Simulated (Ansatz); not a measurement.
**InNH3 (SMILES [NH2][InH]) at UPBE0/def2-SVP (core potential)**

What is the electronic atomisation energy of InNH3 at UPBE0/def2-SVP (core potential)? 

Program for the calculation: Ansatz 0.2.0.

41 further runs of the same task are left out: 41 set aside as unsound or not needed.

**1. Starting point**

InNH3: 5 atoms, total charge 0, spin state doublet. SMILES: `[NH2][InH]`. The coordinates come from a PBE0-D4/def2-TZVP relaxation. This is one conformer, not always the lowest.

Bond lengths: N1–In2 2.036 Å, N1–H3 1.011 Å, N1–H4 1.009 Å, In2–H5 1.761 Å. Angles: N1–In2–H5 116.4°, In2–N1–H3 120.0°, In2–N1–H4 120.8°, H3–N1–H4 109.8°.

**2. The energy at UPBE0/def2-SVP (core potential)**

run.yaml

```yaml
crystal:
  periodic: [false, false, false]
  atoms:
    - {symbol: "N", position_ang: [-0.299400, -0.736500, 0.264700]}
    - {symbol: In, position_ang: [0.846600, 0.946400, 0.296000]}
    - {symbol: H, position_ang: [-0.846800, -0.960800, -0.554700]}
    - {symbol: H, position_ang: [0.017600, -1.585600, 0.707600]}
    - {symbol: H, position_ang: [0.331900, 2.262600, -0.755100]}
basis:
  gaussian:
    orbitals: def2-SVP
magnetization:
  spin_polarized: true
  initial_magnetization: 1
hamiltonian:
  xc: {name: PBE0}
accuracy: high
output: {orbitals: {seedname: orbitals}}
```

On the command line:

```
$ ansatz run run.yaml --threads 1 --pin off --max-ram 3480MiB --events-out events.jsonl --progress --plain --runs-dir runs
```

Output:

```text
Warning: RAYON_NUM_THREADS=1 ignored (pool sized by the plan → 1); use --threads N
Functional definition: PBE0
  name "PBE0"
  parameter a = 0.25
  parameter kappa = 0.804
  parameter beta = 0.06672455060314922
  exchange = (1 - a)*pbe_x(kappa = kappa, mu = beta*pi^2/3) + a*exact_x
  correlation = pbe_c(beta = beta)
1332 factors; integrals over basis functions are off by at most 2.7e-9 eV
mean field evaluation 1: about -6701.3405 eV, gradient 4.0e1 eV
mean field evaluation 2: about -6659.2428 eV, gradient 8.2e1 eV
mean field evaluation 4: about -6708.4090 eV, gradient 1.9e0 eV
mean field evaluation 8: about -6708.5175 eV, gradient 2.3e-1 eV
mean field evaluation 16: about -6708.5179 eV, gradient 4.0e-4 eV
mean field -6708.51790284 eV, -246.5334857327 hartree, gradient 6.4e-8 eV, S^2 0.754044; 0 other end points of the search recorded, 0 dependent functions left out
reference -6708.51790556 eV, -246.5334858327 hartree; 16, 15 occupied and 39, 40 virtual orbitals, 1332 factors
Total energy: -6708.51790556 eV, -246.5334858327 hartree
```

It took 6.6 s on 1 thread of Arm Neoverse V1, shared host; peak memory 0.22 GiB.

**3. The H atom**

in.yaml

```yaml
crystal:
  periodic: [false, false, false]
  atoms:
    - {symbol: H, position_ang: [0.000000, 0.000000, 0.000000]}
basis:
  gaussian:
    orbitals: def2-SVP
magnetization:
  spin_polarized: true
  initial_magnetization: 1
hamiltonian:
  xc: {name: PBE0}
accuracy: high
```

On the command line:

```
$ ansatz run in.yaml --threads 1 --pin off --max-ram 3480MiB --events-out events.jsonl --progress --plain --runs-dir runs
```

Output, cut to the lines that bear on the results:

```text
Warning: RAYON_NUM_THREADS=1 ignored (pool sized by the plan → 1); use --threads N
[... 7 set-up lines as earlier in the session ...]
15 factors; integrals over basis functions are off by at most 8.9e-10 eV
mean field evaluation 1: about -13.6123 eV, gradient 3.3e-1 eV
mean field evaluation 2: about -13.6122 eV, gradient 3.3e-1 eV
mean field evaluation 4: about -13.6136 eV, gradient 4.5e-6 eV
mean field evaluation 8: about -13.6136 eV, gradient 1.3e-10 eV
mean field -13.61360498 eV, -0.5002907553 hartree, gradient 2.2e-10 eV, S^2 0.750000; 0 other end points of the search recorded, 0 dependent functions left out
reference -13.61360633 eV, -0.5002908051 hartree; 1, 0 occupied and 4, 5 virtual orbitals, 15 factors
Total energy: -13.61360633 eV, -0.5002908051 hartree
```

Wall time 0.12 s (1 thread of Arm Neoverse V1, shared host).

**4. The In atom at the same level**

job.yaml

```yaml
crystal:
  periodic: [false, false, false]
  atoms:
    - {symbol: In, position_ang: [0.000000, 0.000000, 0.000000]}
basis:
  gaussian: {orbitals: def2-SVP}
total_charge: 0
magnetization: {spin_polarized: true, initial_magnetization: 1}
hamiltonian: {xc: pbe0}
accuracy: high
```

On the command line:

```
$ ansatz run job.yaml --threads 1 --pin off --max-ram 3480MiB --events-out events.jsonl --progress --plain --runs-dir runs
```

Output, cut to the lines that bear on the results:

```text
Warning: RAYON_NUM_THREADS=1 ignored (pool sized by the plan → 1); use --threads N
[... 7 set-up lines as earlier in the session ...]
230 factors; integrals over basis functions are off by at most 1.2e-9 eV
mean field evaluation 1: about -5173.1177 eV, gradient 1.6e0 eV
mean field evaluation 2: about -5173.1423 eV, gradient 2.7e-1 eV
mean field evaluation 4: about -5173.1425 eV, gradient 2.8e-1 eV
mean field evaluation 8: about -5173.1434 eV, gradient 7.7e-4 eV
mean field evaluation 16: about -5173.0807 eV, gradient 2.1e0 eV
mean field evaluation 32: about -5173.1434 eV, gradient 5.5e-8 eV
mean field -5173.14337231 eV, -190.1095124498 hartree, gradient 5.5e-8 eV, S^2 0.752592; 1 other end points of the search recorded, 0 dependent functions left out
reference -5173.14337397 eV, -190.1095125109 hartree; 11, 10 occupied and 15, 16 virtual orbitals, 230 factors
Total energy: -5173.14337397 eV, -190.1095125109 hartree
```

Run time: 2.2 s. Hardware: 1 thread of Arm Neoverse V1, shared host; peak memory 0.1 GiB.

**5. The N atom, same level**

input.yaml

```yaml
crystal:
  periodic: [false, false, false]
  atoms:
    - {symbol: N, position_ang: [0.000000, 0.000000, 0.000000]}
basis:
  gaussian:
    orbitals: def2-SVP
accuracy: high
hamiltonian:
  xc: {name: PBE0}
magnetization:
  spin_polarized: true
  initial_magnetization: 3
```

Run the same way, it converges to -54.47898 Eh (log not shown).

**6. What came out**

Level: UPBE0/def2-SVP (core potential).

| quantity | value |
| --- | --- |
| molecule: total energy | -246.53349 Eh |
| molecule: HOMO energy (highest over α and β) | -5.48 eV |
| molecule: LUMO energy (lowest over α and β) | -2.57 eV |
| molecule: ⟨S²⟩ | 0.754 |
| H atom: total energy | -0.50029 Eh |
| H atom: ⟨S²⟩ | 0.750 |
| In atom: total energy | -190.10951 Eh |
| In atom: ⟨S²⟩ | 0.753 |
| N atom: total energy | -54.47898 Eh |
| N atom: ⟨S²⟩ | 3.753 |
| electronic atomisation energy | 12.085 eV |

**Reading.** Taking the molecule apart into free atoms costs 12.09 eV (279 kcal/mol), before zero-point energy and without spin-orbit coupling.
